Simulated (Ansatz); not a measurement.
# Ta3AsAu2O13 (P1) in Ansatz: convergence with wavefunction cutoff

Aim: find how far wavefunction cutoff must go before the results for Ta3AsAu2O13 settle, at PBE. This setting moves, with any that are tied to it; all else stays.

Everything below comes from runs of Ansatz 0.2.0. Logs are shortened: lines on timing, memory, paths and dates and some standing lists are left out, and cuts for length are marked.

## (1) Starting point

The typed cell holds 19 atoms: a = 5.887 Å, b = 6.310 Å, c = 7.976 Å, α = 73.43°, β = 76.58°, γ = 69.60°.

The cell was built by a generator and needn't be a form met in nature.

## (2) With wavefunction cutoff 200 eV

input.yaml

```yaml
crystal:
  lattice:
    - [5.88672, 0.0, 0.0]
    - [2.19986, 5.91413, 0.0]
    - [1.85109, 1.73865, 7.56124]
  atoms:
    - { symbol: Ta, position: [0.39605, 0.05, 0.58683] }
    - { symbol: Ta, position: [0.95891, 0.61806, 0.76348] }
    - { symbol: Ta, position: [0.06984, 0.27356, 0.18903] }
    - { symbol: As, position: [0.07072, 0.88917, 0.02743] }
    - { symbol: Au, position: [0.21939, 0.67567, 0.38144] }
    - { symbol: Au, position: [0.68925, 0.45927, 0.56874] }
    - { symbol: O, position: [0.16689, 0.59518, 0.16534] }
    - { symbol: O, position: [0.86104, 0.11514, 0.11677] }
    - { symbol: O, position: [0.2695, 0.96377, 0.83676] }
    - { symbol: O, position: [0.87527, 0.82792, 0.92] }
    - { symbol: O, position: [0.70329, 0.78261, 0.54686] }
    - { symbol: O, position: [0.17528, 0.40817, 0.5935] }
    - { symbol: O, position: [0.27798, 0.9264, 0.17203] }
    - { symbol: O, position: [0.64612, 0.14878, 0.61595] }
    - { symbol: O, position: [0.14281, 0.39538, 0.93941] }
    - { symbol: O, position: [0.30048, 0.17203, 0.35732] }
    - { symbol: O, position: [0.19051, 0.80386, 0.59347] }
    - { symbol: O, position: [0.70787, 0.4714, 0.81379] }
    - { symbol: O, position: [0.77878, 0.42364, 0.31185] }
hamiltonian:
  xc: pbe
  pseudopotentials: { kind: paw }
kpoints:
  mp_grid: { grid: [3, 3, 3] }
scf:
  occupations: { method: fermi_dirac, width: 0.05 }
output:
  forces: true
  stress: true
  eigenvalues: true
basis:
  ecutwfc: "200 eV"
```

Potentials or basis: Ansatz PAW.

On the command line:

```console
ansatz run input.yaml --threads 8 --pin off --max-ram 20480MiB --backend cpu --events-out ev --progress --plain --runs-dir out
```

Run time: 2.6 s. Hardware: 8 threads of Arm Neoverse V2, shared host; peak memory 0.7 GiB.

What came out:

| Item | Value |
| --- | --- |
| Free energy | -68217.7348 eV |
| Pressure | 7.4 GPa |
| Largest force | 1.376 eV/Å |
| Band gap on the k mesh | 1.65 eV, indirect (least direct gap 1.69 eV) |

## (3) With wavefunction cutoff 250 eV

Edit input.yaml of step 2 so:

```diff
@@ -37,2 +37,2 @@
 basis:
-  ecutwfc: "200 eV"
+  ecutwfc: "250 eV"
```

Potentials or basis: Ansatz PAW.

On the command line:

```console
ansatz run input.yaml --threads 8 --pin off --max-ram 20480MiB --backend cpu --events-out ev --progress --plain --runs-dir out
```

Run time: 3.1 s. Hardware: 8 threads of Arm Neoverse V2, shared host; peak memory 0.84 GiB.

Results:

- Free energy: -68299.8248 eV
- Pressure: 0.2 GPa
- Largest force: 1.099 eV/Å
- Band gap on the k mesh: 1.56 eV, indirect (least direct gap 1.59 eV)

## (4) With wavefunction cutoff 300 eV

Edit input.yaml of step 3 so:

```diff
@@ -37,2 +37,2 @@
 basis:
-  ecutwfc: "250 eV"
+  ecutwfc: "300 eV"
```

On the command line:

```console
ansatz run input.yaml --threads 8 --pin off --max-ram 20480MiB --backend cpu --events-out ev --progress --plain --runs-dir out
```

It took 4.2 s on 8 threads of Arm Neoverse V2, shared host; peak memory 0.98 GiB.

Results:

* Free energy: -68320.8330 eV
* Pressure: -0.1 GPa
* Largest force: 0.363 eV/Å
* Band gap on the k mesh: 1.61 eV, indirect (least direct gap 1.63 eV)

## (5) With wavefunction cutoff 350 eV

Edit input.yaml of step 4 so:

```diff
@@ -37,2 +37,2 @@
 basis:
-  ecutwfc: "300 eV"
+  ecutwfc: "350 eV"
```

On the command line:

```console
ansatz run input.yaml --threads 8 --pin off --max-ram 20480MiB --backend cpu --events-out ev --progress --plain --runs-dir out
```

Run time: 4 s. Hardware: 8 threads of Arm Neoverse V2, shared host; peak memory 1.1 GiB.

What came out:

```
Free energy            : -68325.8555 eV
Pressure               : 0.0 GPa
Largest force          : 0.042 eV/Å
Band gap on the k mesh : 1.62 eV, indirect (least direct gap 1.65 eV)
```

## (6) With wavefunction cutoff 400 eV

Edit input.yaml of step 5 so:

```diff
@@ -37,2 +37,2 @@
 basis:
-  ecutwfc: "350 eV"
+  ecutwfc: "400 eV"
```

Potentials or basis: Ansatz PAW.

On the command line:

```console
ansatz run input.yaml --threads 8 --pin off --max-ram 20480MiB --backend cpu --events-out ev --progress --plain --runs-dir out
```

Run time: 5.5 s. Hardware: 8 threads of Arm Neoverse V2, shared host; peak memory 1.3 GiB.

Results (log left out):

```yaml
Free_energy: -68326.9097 eV
Pressure: 0.0 GPa
Largest_force: 0.031 eV/Å
Band_gap_on_the_k_mesh: 1.63 eV, indirect (least direct gap 1.65 eV)
```

## (7) With wavefunction cutoff 450 eV

Edit input.yaml of step 6 so:

```diff
@@ -37,2 +37,2 @@
 basis:
-  ecutwfc: "400 eV"
+  ecutwfc: "450 eV"
```

On the command line:

```console
ansatz run input.yaml --threads 8 --pin off --max-ram 20480MiB --backend cpu --events-out ev --progress --plain --runs-dir out
```

Wall time 6.3 s (8 threads of Arm Neoverse V2, shared host); peak memory 1.5 GiB.

Results (log left out):

```
Free energy            : -68327.0824 eV
Pressure               : 0.0 GPa
Largest force          : 0.033 eV/Å
Band gap on the k mesh : 1.63 eV, indirect (least direct gap 1.66 eV)
```

## (8) With wavefunction cutoff 500 eV

Edit input.yaml of step 7 so:

```diff
@@ -37,2 +37,2 @@
 basis:
-  ecutwfc: "450 eV"
+  ecutwfc: "500 eV"
```

On the command line:

```console
ansatz run input.yaml --threads 8 --pin off --max-ram 20480MiB --backend cpu --events-out ev --progress --plain --runs-dir out
```

It took 7.4 s on 8 threads of Arm Neoverse V2, shared host; peak memory 1.7 GiB.

It converged, with:

- Free energy: -68327.0984 eV
- Pressure: 0.0 GPa
- Largest force: 0.034 eV/Å
- Band gap on the k mesh: 1.63 eV, indirect (least direct gap 1.66 eV)

## (9) With wavefunction cutoff 600 eV

Edit input.yaml of step 8 so:

```diff
@@ -37,2 +37,2 @@
 basis:
-  ecutwfc: "500 eV"
+  ecutwfc: "600 eV"
```

Potentials or basis: Ansatz PAW.

On the command line:

```console
ansatz run input.yaml --threads 8 --pin off --max-ram 20480MiB --backend cpu --events-out ev --progress --plain --runs-dir out
```

Wall time 9.6 s (8 threads of Arm Neoverse V2, shared host); peak memory 2.1 GiB.

The run converged. Its results:

```yaml
Free_energy: -68327.1091 eV
Pressure: 0.0 GPa
Largest_force: 0.033 eV/Å
Band_gap_on_the_k_mesh: 1.63 eV, indirect (least direct gap 1.66 eV)
```

## (10) With wavefunction cutoff 800 eV

Edit input.yaml of step 9 so:

```diff
@@ -37,2 +37,2 @@
 basis:
-  ecutwfc: "600 eV"
+  ecutwfc: "800 eV"
```

Potentials or basis: Ansatz PAW.

On the command line:

```console
ansatz run input.yaml --threads 8 --pin off --max-ram 20480MiB --backend cpu --events-out ev --progress --plain --runs-dir out
```

Output:

```text
Warning: RAYON_NUM_THREADS=8 ignored (pool sized by the plan → 8); use --threads N
Engine: ansatz 0.2.0, aarch64-unknown-linux-gnu
Pseudopotentials: kind: paw
Pseudopotential: Ta, paw, valence charge 13, recommended cutoff 420 eV (normal), Ta.paw.azcp
Pseudopotential: As, paw, valence charge 15, recommended cutoff 420 eV (normal), As.paw.azcp
Pseudopotential: Au, paw, valence charge 19, recommended cutoff 420 eV (normal), Au.paw.azcp
Pseudopotential: O, paw, valence charge 6, recommended cutoff 420 eV (normal), O.paw.azcp
Functional definition: PBE
  parameter kappa = 0.804
  parameter beta = 0.06672455060314922
  exchange = pbe_x(kappa = kappa, mu = beta*pi^2/3)
  correlation = pbe_c(beta = beta)
Crystal: 19 atoms, lattice volume = 263.243 Å³
Basis set: ecut = 800 eV, 13511 PW (Γ), exchange–correlation on 120×120×150 points (8 copies of the dense FFT grid, shifted against one another)
Bands: 104, of which v1, the nominal top of the filled ones, is band 85 counted from 1 (84 counted from 0)
Symmetry: 1 space group operations
Space group: P1 (ITA 1), of the structure as read, at distance tolerance 6.4e-5 Å
k-points: 14 of 27 (time reversal used)
Non-local potential: Ta, projectors of the file, l = 0: 3, l = 1: 2, l = 2: 2, l = 3: 1
Non-local potential: As, projectors of the file, l = 0: 2, l = 1: 2, l = 2: 3, l = 3: 1
Non-local potential: Au, projectors of the file, l = 0: 3, l = 1: 2, l = 2: 2, l = 3: 1
Non-local potential: O, projectors of the file, l = 0: 2, l = 1: 2, l = 2: 1
PAW form: soft (Blöchl's): semilocal exchange-correlation on the pseudo side does not see the compensation charge
PAW one-centre angular grid: Ta, 590 points (default); XC on 64 Gauss nodes
PAW one-centre angular grid: As, 590 points (default); XC on 64 Gauss nodes
PAW one-centre angular grid: Au, 590 points (default); XC on 64 Gauss nodes
PAW one-centre angular grid: O, 110 points (default); XC on 64 Gauss nodes
Initial density: superposition of atomic densities (neutral atoms: chi_scale 0, normalization atom), corrected by the library's trained network
Initial wavefunctions: pseudopotential atomic-orbital guess
Functional: x = pbe(κ = 0.804, μ = 0.2195149727645171), c = pbe(β = 0.06672455060314922)
SCF iter   1: F=—  HF=-68327.127858 eV  |F-HF|=—  |Δ(HF+E_count)|=         —  Δρ=7.21e-3  dr2=9.29e-2  ethr=1.77e-3  ⟨swp⟩=6.1  Hψ=5053  notcnv=0  defer=96
[... 12 lines left out ...]
SCF 1 converged in 11 iterations: F = -68327.117581 eV  dr2 = 1.41e-8
SCF converged after 11 iterations
Free energy (F): -68327.117581 eV
Harris-Foulkes:  -68327.117581 eV  (|F-HF|=1.00e-8)
Internal energy: -68327.117581 eV  (E = F + TS)
E sigma→0 (E₀):  -68327.117581 eV
Entropy (-TS):   -0.000000 eV (-0.000 meV/atom)
Fermi energy:    8.167992 eV
--- Per-component energies (eV) ---
  E_band       = -1995.317351
  E_kinetic    = 4656.289588
  E_local      = -17089.413364  (includes V_loc(G=0)·N_el)
  E_nonlocal   = 152.757300
  E_hartree    = 7016.079961
  E_xc         = -2136.348104
  E_vxc        = -2448.068239  (∫ρ·V_xc dr)
  E_paw        = -48496.158487  (= ΣΔE_a)
  E_vpaw       = -1299.047202  (= ΣTr[D̂ρ^β])
  E_aug_tail   = 0.002001  (compensation charges beyond the density's cutoff)
  E_ewald      = -12430.326476
  E_smearing   = -0.000000  (= −TS)
  E_closure    = 0.000000  (closes the sum)
  Σ components = -68327.117581   (vs F -68327.117581, Δ=0.00e0)
--- Forces (eV/Å), atoms counted from 1 ---
  atom   1  Ta     0.00839705    -0.00046625    -0.00368375
  atom   2  Ta     0.00208113    -0.00115980    -0.01215874
  atom   3  Ta     0.00022793    -0.00379680    -0.00133318
  atom   4  As     0.00061937    -0.00355238    -0.00079957
  atom   5  Au     0.00116798     0.00174211     0.00383851
  atom   6  Au    -0.00554260     0.00607979    -0.00065844
[... 11 lines left out ...]
  atom  18  O     -0.00346000    -0.00118596     0.00055653
  atom  19  O     -0.00126667     0.00306138     0.00052765
  max |Σ_I F_I| component: 1.27e-5 eV/Å
--- Stress (GPa, compression-positive) ---
        0.011999      -0.023334      -0.010110
       -0.023335       0.013172      -0.003903
       -0.010109      -0.003904      -0.016758
  P = ⅓ Tr σ = 0.0028 GPa (0.028 kbar)
--- Band table (eV; the first three rows and the last of 14) ---
  k-point 0: bands = ["-98.0533", "-97.7444", "-60.5432", "-60.4604", "-60.3774", "-49.8390", "-49.6506", "-49.5078", "-49.3446", "-48.8839", "-48.5984", "-29.2140", "-29.1818", "-29.1788", "-29.1358", "-29.1093", "-27.1690", "-27.1409", "-27.1303", "-27.0752", "-27.0252", "-27.0129", "-26.9652", "-26.9446", "-26.8932", "-12.5561", "-10.8327", "-10.6208", "-10.4950", "-10.2064", "-9.9449", "-9.7748", "-9.7366", "-9.5504", "-9.4450", "-9.3140", "-9.2577", "-8.9755", "-2.0640", "0.6346", "0.6995", "0.8518", "1.2063", "1.5621", "1.6151", "1.9783", "2.2609", "2.3836", "2.5735", "2.6730", "2.7510", "2.8599", "3.0134", "3.1831", "3.3511", "3.4551", "3.6984", "3.9195", "3.9512", "4.1728", "4.2024", "4.3806", "4.4481", "4.6004", "4.7850", "5.0176", "5.1704", "5.2326", "5.3438", "5.4160", "5.5734", "5.6361", "5.8143", "5.8318", "6.0429", "6.1772", "6.3426", "6.4688", "6.6232", "6.6829", "6.8681", "6.9122", "7.0168", "7.1175", "7.3121", "9.0386", "9.3225", "10.5162", "11.0745", "11.1905", "11.2743", "11.6519", "11.8054", "12.0290", "12.2163", "12.5139", "12.6380", "13.2385", "14.1539"]
  k-point 1: bands = ["-98.0533", "-97.7444", "-60.5432", "-60.4604", "-60.3774", "-49.8390", "-49.6506", "-49.5078", "-49.3446", "-48.8839", "-48.5984", "-29.2140", "-29.1818", "-29.1788", "-29.1358", "-29.1093", "-27.1732", "-27.1398", "-27.1268", "-27.0734", "-27.0240", "-27.0142", "-26.9675", "-26.9442", "-26.8932", "-12.5258", "-11.0298", "-10.5632", "-10.3952", "-10.2392", "-9.8769", "-9.7990", "-9.7434", "-9.5761", "-9.3953", "-9.3015", "-9.2683", "-8.9827", "-2.1461", "0.6802", "0.7948", "0.9255", "1.3129", "1.4562", "1.5836", "1.9682", "2.0028", "2.4281", "2.5959", "2.6359", "2.7512", "2.8811", "3.0444", "3.2549", "3.4214", "3.5891", "3.6750", "3.8156", "3.8573", "3.9774", "4.2361", "4.4810", "4.6031", "4.7095", "4.7759", "4.9806", "5.0902", "5.2071", "5.3059", "5.5332", "5.5707", "5.6380", "5.7626", "5.9056", "6.0124", "6.1256", "6.2977", "6.4015", "6.5691", "6.7552", "6.8117", "6.9540", "7.0352", "7.0916", "7.3402", "9.0913", "9.1198", "10.6865", "10.9366", "11.2209", "11.3753", "11.7350", "11.9142", "12.1261", "12.2344", "12.5207", "12.7762", "13.0782", "14.0080"]
  k-point 2: bands = ["-98.0533", "-97.7444", "-60.5432", "-60.4604", "-60.3774", "-49.8390", "-49.6506", "-49.5078", "-49.3446", "-48.8839", "-48.5984", "-29.2140", "-29.1819", "-29.1788", "-29.1358", "-29.1093", "-27.1743", "-27.1407", "-27.1231", "-27.0743", "-27.0228", "-27.0161", "-26.9678", "-26.9444", "-26.8935", "-12.4566", "-10.8723", "-10.6939", "-10.4159", "-10.2545", "-10.0451", "-9.8502", "-9.6383", "-9.5588", "-9.4245", "-9.3321", "-9.2066", "-9.0367", "-2.0117", "0.6728", "0.7494", "1.2421", "1.3224", "1.4869", "1.6716", "1.9522", "2.3072", "2.3647", "2.5693", "2.6753", "2.7354", "2.8757", "2.9847", "3.2186", "3.3132", "3.4556", "3.5978", "3.7619", "3.9644", "4.1019", "4.3980", "4.4430", "4.5414", "4.5970", "4.7507", "4.9185", "4.9826", "5.1380", "5.2926", "5.3855", "5.4954", "5.6478", "5.7201", "5.8932", "6.0599", "6.1592", "6.2446", "6.3611", "6.4245", "6.6248", "6.7519", "6.8659", "7.0339", "7.1116", "7.2172", "9.2310", "9.5137", "10.6541", "10.9900", "11.1636", "11.4154", "11.5576", "12.0144", "12.0750", "12.4211", "12.6089", "13.0223", "13.3346", "14.0284"]
  k-point 13: bands = ["-98.0533", "-97.7444", "-60.5432", "-60.4604", "-60.3774", "-49.8390", "-49.6506", "-49.5077", "-49.3446", "-48.8839", "-48.5984", "-29.2140", "-29.1818", "-29.1788", "-29.1358", "-29.1093", "-27.1743", "-27.1425", "-27.1214", "-27.0739", "-27.0226", "-27.0179", "-26.9672", "-26.9440", "-26.8936", "-12.4301", "-10.8837", "-10.7349", "-10.4264", "-10.2147", "-10.0434", "-9.7963", "-9.7078", "-9.5857", "-9.3977", "-9.3117", "-9.2318", "-9.0233", "-2.0275", "0.7131", "0.8474", "1.1986", "1.3016", "1.4191", "1.7043", "1.9677", "2.2057", "2.3009", "2.4674", "2.6773", "2.7252", "2.8651", "2.9965", "3.2540", "3.4655", "3.6254", "3.7333", "3.8806", "3.9672", "4.0038", "4.2125", "4.3755", "4.5066", "4.5892", "4.7931", "4.8774", "4.9275", "5.0740", "5.2959", "5.3797", "5.4386", "5.5322", "5.6814", "5.9610", "6.1147", "6.2264", "6.3064", "6.4301", "6.5034", "6.6615", "6.7495", "6.8818", "6.9975", "7.0404", "7.1857", "9.1937", "9.5288", "10.6523", "10.9368", "11.4049", "11.5651", "11.6761", "11.9046", "12.1510", "12.4105", "12.5593", "12.9423", "13.4333", "13.6058"]
```

It took 15 s on 8 threads of Arm Neoverse V2, shared host; peak memory 3 GiB.

Results:

```yaml
Free_energy: -68327.1176 eV
Pressure: 0.0 GPa
Largest_force: 0.033 eV/Å
Band_gap_on_the_k_mesh: 1.63 eV, indirect (least direct gap 1.66 eV)
```

## (11) The series at a glance

| wavefunction cutoff | energy less the tightest run, at zero smearing (meV/atom) | pressure (GPa) | largest force (eV/Å) | gap on the mesh (eV) | SCF cycles | CPU time (s) | peak memory (GiB) |
| --- | --- | --- | --- | --- | --- | --- | --- |
| 200 eV | 5756.99 | 7.41 | 1.376 | 1.649 | 12 | 20 | 0.7 |
| 250 eV | 1436.46 | 0.15 | 1.099 | 1.564 | 11 | 23 | 0.84 |
| 300 eV | 330.77 | -0.13 | 0.363 | 1.609 | 11 | 32 | 0.98 |
| 350 eV | 66.43 | -0.04 | 0.042 | 1.619 | 10 | 30 | 1.1 |
| 400 eV | 10.94 | -0.01 | 0.031 | 1.626 | 11 | 42 | 1.3 |
| 450 eV | 1.85 | 0.01 | 0.033 | 1.627 | 11 | 49 | 1.5 |
| 500 eV | 1.01 | 0.01 | 0.034 | 1.627 | 11 | 57 | 1.7 |
| 600 eV | 0.45 | 0.01 | 0.033 | 1.627 | 11 | 74 | 2.1 |
| 800 eV | 0.00 | 0.00 | 0.033 | 1.627 | 11 | 120 | 3 |

Against the tightest run, the energy stays within 1 meV/atom from 600 eV on; the pressure stays within 0.1 GPa from 350 eV on; the largest force stays within 0.005 eV/Å from 400 eV on; the gap on the mesh stays within 0.01 eV from 350 eV on. The tightest run that finished is the yardstick and may itself not be fully converged.

Caveats: odd divisions of the mesh miss points on the zone boundary, where band edges often lie, so the gap on the mesh can be too wide; spin-orbit coupling is left out, which moves the levels of the heavy elements.
